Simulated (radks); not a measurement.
**Polarisabilities and dispersion coefficients of Tm, Tm⁺, Tm²⁺ and others**

The task here is to estimate one member of a computed series from the others.

The numbers are computed with radks (a radial shooting solver on a logarithmic mesh, Libxc functionals) version 1 (non-relativistic Kohn-Sham, LB94 model potential, spin-polarised, spherical densities, point nucleus; open shells are filled with parallel spins first), except any that are marked as measured or tabulated.

## Starting point

- species: Tm ([Xe] 4f13 6s2), Tm⁺ ([Xe] 4f13 6s1), Tm²⁺ ([Xe] 4f13), Tm³⁺ ([Xe] 4f12), Tm⁴⁺ ([Xe] 4f11), Tm⁵⁺ ([Kr] 4d10 4f11 5s2 5p5), Tm⁶⁺ ([Kr] 4d10 4f11 5s2 5p4)

LB94 adds a gradient term to the LDA potential that gives it a −1/r tail. It is a model potential with no energy functional, so Etot and Exc are not given.

Set-up of the first run:

Input:

```text
Z 69
configuration [Xe] 4f13 6s2
relativity non-relativistic
functional lda,pw
model_potential LB94
spin polarised
nucleus point
response adiabatic LDA kernel
```

Steps of the session up to this table: Tm, [Xe] 4f13 6s2; Tm⁺, [Xe] 4f13 6s1; Tm²⁺, [Xe] 4f13; Tm³⁺, [Xe] 4f12; Tm⁴⁺, [Xe] 4f11; Tm⁵⁺, [Kr] 4d10 4f11 5s2 5p5; Tm⁶⁺, [Kr] 4d10 4f11 5s2 5p4.

One of the session's tables, all rows but one given; the rest of the session is left out.

```
species  −ε(HOMO) (eV)  α (bohr³)  α uncoupled (bohr³)  C6 (hartree bohr⁶)
     Tm          6.380      136.1                247.4                1865
    Tm⁺         12.317      65.21                88.19               500.5
   Tm²⁺         30.075      6.292                12.62               35.54
   Tm³⁺         49.969      4.640                8.571               24.24
   Tm⁴⁺         72.176      3.707                6.584               17.64
   Tm⁵⁺         89.778      3.117                5.544               13.15
   Tm⁶⁺              ?          ?                    ?                   ?
```

Q: Estimate the row for Tm⁶⁺ from the others.

As computed: −ε(HOMO) (eV): 108.23; α (bohr³): 2.658; α uncoupled (bohr³): 4.734; C6 (hartree bohr⁶): 9.913. In the column «−ε(HOMO) (eV)» it is the highest.

For heavy and open-shell atoms this level can miss by tens of per cent.
